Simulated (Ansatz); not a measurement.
**F2H2O2Sn: how energies converge with the basis set**

The task here is to estimate one member of a computed series from the others.

Program: Ansatz 0.2.0, Gaussian basis. Level of theory: one geometry, several basis sets. These are calculated values, not measurements.

Plan: PBE0-D4/def2-SVP; ωB97M-V/def2-SVP; PBE0-D4/def2-QZVPP; ωB97M-V/def2-QZVPP; the functionals' def2-TZVPP values are taken from earlier runs.

## The geometry

An earlier PBE0-D4 in a triple-zeta def2 set relaxation fixed the geometry. Sn takes the def2 core potential; no spin-orbit term is included.

7 atoms, charge 0, spin multiplicity 1.

Atoms are counted from 1 here; the program's logs count them from 0.

Bond lengths: O1–Sn2 1.922 Å, O1–H6 0.962 Å, Sn2–O3 1.922 Å, Sn2–F4 1.899 Å, Sn2–F5 1.899 Å, O3–H7 0.962 Å. Angles: Sn2–O1–H6 112.3°, O1–Sn2–O3 111.7°, O1–Sn2–F4 112.4°, O1–Sn2–F5 107.5°, O3–Sn2–F4 107.5°, O3–Sn2–F5 112.4°, F4–Sn2–F5 105.3°, Sn2–O3–H7 112.3°.

The first run:

Input file in.yaml:

```yaml
crystal:
  periodic: [false, false, false]
  atoms:
    - {symbol: O, position_ang: [-1.319620, 0.597139, 1.091255]}
    - {symbol: Sn, position_ang: [-0.031372, -0.060227, -0.174306]}
    - {symbol: O, position_ang: [1.737765, -0.112187, 0.574571]}
    - {symbol: F, position_ang: [-0.443579, -1.810858, -0.783562]}
    - {symbol: F, position_ang: [-0.132575, 1.044089, -1.715758]}
    - {symbol: H, position_ang: [-1.984144, 1.157338, 0.678174]}
    - {symbol: H, position_ang: [2.234725, -0.883295, 0.283926]}
basis:
  gaussian: {orbitals: def2-SVP}
hamiltonian: {xc: pbe0, dispersion: d4}
output: {orbitals: {seedname: orbitals}}
```

On the command line:

```sh
$ ansatz run in.yaml --threads 4 --pin off --events-out ev --progress --plain --max-ram 10444MiB
```

Steps of the session up to this table: PBE0-D4 in def2-SVP; ωB97M-V in def2-SVP; PBE0-D4 in def2-QZVPP; ωB97M-V in def2-QZVPP.

One of the session's tables, all rows but one given; the rest of the session is left out.

It belongs to the step «Density functionals: the series». 

| functional | basis | HOMO (eV) | LUMO (eV) |
| --- | --- | --- | --- |
| PBE0-D4 | def2-SVP | -9.78 | -2.23 |
| PBE0-D4 | def2-TZVPP | ? | ? |
| PBE0-D4 | def2-QZVPP | -10.09 | -2.55 |
| ωB97M-V | def2-SVP | -12.25 | -0.09 |
| ωB97M-V | def2-TZVPP | -12.57 | -0.42 |
| ωB97M-V | def2-QZVPP | -12.61 | -0.58 |

**Question.** Estimate the row for PBE0-D4, def2-TZVPP.

As computed: HOMO (eV): -10.05; LUMO (eV): -2.48. In the column «HOMO (eV)» it lies between PBE0-D4, def2-QZVPP (-10.09) and PBE0-D4, def2-SVP (-9.78).
